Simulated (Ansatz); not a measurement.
The system is GaGe3.

```
CELL_PARAMETERS angstrom
4.27847 0.00000 0.00000
0.00000 4.27847 0.00000
0.00000 0.00000 4.27847
ATOMIC_POSITIONS crystal
Ge 0.50000 0.50000 0.00000
Ge 0.50000 0.00000 0.50000
Ge 0.00000 0.50000 0.50000
Ga 0.00000 0.00000 0.00000
```

The cell comes from a database or a generator and needn't be the stable form of this composition.

Base run:

```yaml
Program: Ansatz 0.2.0
Functional: r2SCAN
Potentials_or_basis: Ansatz PAW
Cutoff: 500 eV
Density_cutoff: 2000 eV
k_mesh: 6 × 6 × 6
Occupations: fermi-dirac, width 0.05 eV
Spin: no spin polarisation
```

Its results: band gap on the k mesh none (metal or under the smearing width); pressure -2.3 GPa.

The run is repeated on the same cell with these changes: functional from r2SCAN to PBEsol; cutoff from 500 eV to 420 eV; density cutoff from 2000 eV to 1680 eV; spin from no spin polarisation to spin-orbit coupling, no magnetisation; potential files from those of the base run to others of the same set. What comes out?

Band gap on the k mesh none (metal or under the smearing width); pressure -3.4 GPa.

Several settings changed at once, so the effect can't be laid on one alone.

Caveats: the PAW data sets come from PBE, with cores solved anew for the run's functional, which leaves a small shift of forces and pressure.

Not every run made on this cell is shown here.
